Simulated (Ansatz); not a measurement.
# F3H5InNSi: the cost of one run

Program: Ansatz 0.2.0, Gaussian basis. Level of theory: one geometry, several basis sets. These are calculated values, not measurements.

Levels to be run: PBE0-D4/def2-SVP; ωB97M-V/def2-SVP; PBE0-D4/def2-QZVPP; ωB97M-V/def2-QZVPP; the functionals' def2-TZVPP values are taken from earlier runs.

## Step 1: The geometry

The geometry comes from an earlier relaxation with PBE0-D4 in a triple-zeta def2 set; it is a stationary point, not always the lowest conformer. In takes the def2 core potential; no spin-orbit term is included.

SMILES `[F][In-]([F])([F])[NH2+][SiH3]`, 11 atoms, charge 0, spin multiplicity 1.

Atoms are counted from 1 here; the program's logs count them from 0.

Bond lengths: F1–In2 1.945 Å, In2–F3 1.954 Å, In2–F4 1.945 Å, In2–N5 2.262 Å, N5–Si6 1.802 Å, N5–H7 1.017 Å, N5–H8 1.017 Å, Si6–H9 1.474 Å, Si6–H10 1.485 Å, Si6–H11 1.474 Å. Angles: F1–In2–F3 117.9°, F1–In2–F4 118.8°, F1–In2–N5 99.4°, F3–In2–F4 117.9°, F3–In2–N5 94.1°, F4–In2–N5 99.6°, In2–N5–Si6 113.0°, In2–N5–H7 105.8°, In2–N5–H8 105.9°, Si6–N5–H7 112.4°, Si6–N5–H8 112.4°, H7–N5–H8 106.8°, N5–Si6–H9 106.5°, N5–Si6–H10 107.8°, N5–Si6–H11 106.5°, H9–Si6–H10 110.7°, H9–Si6–H11 114.4°, H10–Si6–H11 110.7°.

As a file:

```xyz
11
F3H5InNSi
F    -2.39954   -1.88324   -0.25261
In   -0.46624   -1.77460   -0.06638
F     0.26573   -1.49593    1.72356
F     0.65343   -2.67386   -1.37835
N    -0.15198    0.37171   -0.70731
Si    0.57073    1.39600    0.58767
H    -1.06502    0.70856   -1.00338
H     0.43061    0.33150   -1.54020
H     1.89019    0.81419    0.89386
H     0.71688    2.77168    0.04878
H    -0.37949    1.37710    1.71466
```

## Step 2: PBE0-D4 in def2-SVP

Input file in.yaml:

```yaml
crystal:
  periodic: [false, false, false]
  atoms:
    - {symbol: F, position_ang: [-2.399545, -1.883236, -0.252611]}
    - {symbol: In, position_ang: [-0.466241, -1.774601, -0.066384]}
    - {symbol: F, position_ang: [0.265732, -1.495932, 1.723562]}
    - {symbol: F, position_ang: [0.653429, -2.673858, -1.378353]}
    - {symbol: N, position_ang: [-0.151981, 0.371707, -0.707313]}
    - {symbol: Si, position_ang: [0.570733, 1.395998, 0.587673]}
    - {symbol: H, position_ang: [-1.065016, 0.708556, -1.003378]}
    - {symbol: H, position_ang: [0.430610, 0.331502, -1.540201]}
    - {symbol: H, position_ang: [1.890185, 0.814187, 0.893860]}
    - {symbol: H, position_ang: [0.716881, 2.771680, 0.048784]}
    - {symbol: H, position_ang: [-0.379486, 1.377097, 1.714662]}
basis:
  gaussian: {orbitals: def2-SVP}
hamiltonian: {xc: pbe0, dispersion: d4}
output: {orbitals: {seedname: orbitals}}
```

Run with:

```bash
$ ansatz run in.yaml --threads 4 --pin off --events-out ev --progress --plain --max-ram 11315MiB
```

Q: Estimate wall time and peak memory on 4 threads of Intel Xeon at 2.50GHz, shared host.

About 3.7 s, with a peak of 0.31 GiB.
